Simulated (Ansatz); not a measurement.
# AlH6OPSi: the cost of one run

Program: Ansatz 0.2.0. Level of theory: RKS BLYP-D4/def2-SVP. These are calculated values, not measurements.

## (1) The starting structure

Bond lengths: O1–Al2 1.795 Å, Al2–Si3 2.335 Å, Si3–P4 2.185 Å, O1–H5 0.975 Å, Al2–H6 1.615 Å, Si3–H7 1.462 Å, Si3–H8 1.540 Å, P4–H9 1.502 Å, P4–H10 1.488 Å. Angles: O1–Al2–Si3 117.6°, O1–Al2–H6 121.8°, Si3–Al2–H6 120.6°, Al2–O1–H5 107.4°, Al2–Si3–P4 111.7°, Al2–Si3–H7 111.7°, Al2–Si3–H8 109.8°, P4–Si3–H7 109.8°, P4–Si3–H8 107.0°, H7–Si3–H8 106.6°, Si3–P4–H9 92.5°, Si3–P4–H10 94.8°, H9–P4–H10 89.8°.

Coordinates:

```xyz
10

O    -2.1642    0.7953   -0.8711
Al   -0.5213    1.3399   -0.3955
Si    1.1948   -0.2434   -0.4296
P     0.7904   -1.9025    0.9333
H    -2.6275    0.5224   -0.0579
H    -0.2300    2.8589    0.0688
H     1.4300   -0.7575   -1.7779
H     2.5131    0.4068    0.0295
H    -0.6269   -2.0359    0.4536
H     0.3248   -1.0352    2.0498
```

## (2) End point A

input.yaml

```yaml
crystal:
  periodic: [false, false, false]
  atoms:
    - { symbol: O, position_ang: [-2.1642, 0.7953, -0.8711] }
    - { symbol: Al, position_ang: [-0.5213, 1.3399, -0.3955] }
    - { symbol: Si, position_ang: [1.1948, -0.2434, -0.4296] }
    - { symbol: P, position_ang: [0.7904, -1.9025, 0.9333] }
    - { symbol: H, position_ang: [-2.6275, 0.5224, -0.0579] }
    - { symbol: H, position_ang: [-0.23, 2.8589, 0.0688] }
    - { symbol: H, position_ang: [1.43, -0.7575, -1.7779] }
    - { symbol: H, position_ang: [2.5131, 0.4068, 0.0295] }
    - { symbol: H, position_ang: [-0.6269, -2.0359, 0.4536] }
    - { symbol: H, position_ang: [0.3248, -1.0352, 2.0498] }
basis:
  gaussian: { orbitals: def2-SVP }
hamiltonian:
  xc: blyp
  dispersion: d4
relax:
  f_tol: 0.015
  max_steps: 40
```

On the command line:

```console
> ansatz run input.yaml --threads 2 --pin off --max-ram 3072MiB --backend cpu --events-out ev --progress --plain --runs-dir out
```

**Question.** How long does this run take on 2 threads of Arm Neoverse V1, shared host, and how much memory does it need?

About 30 s, with a peak of 0.15 GiB.
